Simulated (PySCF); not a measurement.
# CHLuN (Lu(HCN)3+): the cost of one run

Program: PySCF 2.14.0. Level of theory: PBE0, Lu def2-SVP with ECP28, N def2-SVP, C def2-SVP, H def2-SVP; scalar-relativistic core potentials, no spin–orbit coupling. These are calculated values, not measurements.

1 further run of the same task is left out (for a known fault of the program).

## Step 1: Starting geometry

4 atoms, charge 3, spin multiplicity 1.

Bond lengths: Lu1–N2 2.106 Å, N2–C3 1.168 Å, C3–H4 1.120 Å. Angles: Lu1–N2–C3 180.0°, N2–C3–H4 180.0°.

Coordinates:

```xyz
4
charge 3, multiplicity 1
Lu    0.0000    0.0000   -0.1691
N     0.0000    0.0000    1.9366
C     0.0000    0.0000    3.1046
H     0.0000    0.0000    4.2246
```

Formal oxidation states: Lu +3. An earlier session relaxed this geometry at PBE0, Lu def2-SVP with ECP28, N def2-SVP, C def2-SVP, H def2-SVP (singlet, point group C∞v).

Its energy there is -1327.996338 Eh.

## Step 2: One electron removed, multiplicity 2

The input, run.py (the lines that set the calculation):

```python
mol = gto.M(atom='''
Lu     0.00000     0.00000    -0.16909
N      0.00000     0.00000     1.93656
C      0.00000     0.00000     3.10464
H      0.00000     0.00000     4.22460''',
    basis={'Lu': 'def2-SVP', 'N': 'def2-SVP', 'C': 'def2-SVP', 'H': 'def2-SVP'},
    ecp={'Lu': 'def2-SVP'},
    charge=4, spin=1)
mf = dft.UKS(mol, xc='PBE0')
mf.grids.atom_grid = (50, 194)  # f atoms: unpruned, at least (60, 302)
mf = mf.density_fit()  # fitting sets: Lu def2-universal-JKFIT, N def2-universal-JKFIT, C def2-universal-JKFIT, H def2-universal-JKFIT
mf.conv_tol = 1e-08; mf.max_cycle = 55
mf.kernel(dm0)  # dm0: the density of the relaxed state
```

The run is started by

```
> OMP_NUM_THREADS=2 python run.py
```

**Question.** How long does this run take on 2 threads of Arm Neoverse V1, shared host?

About 3.6 s.
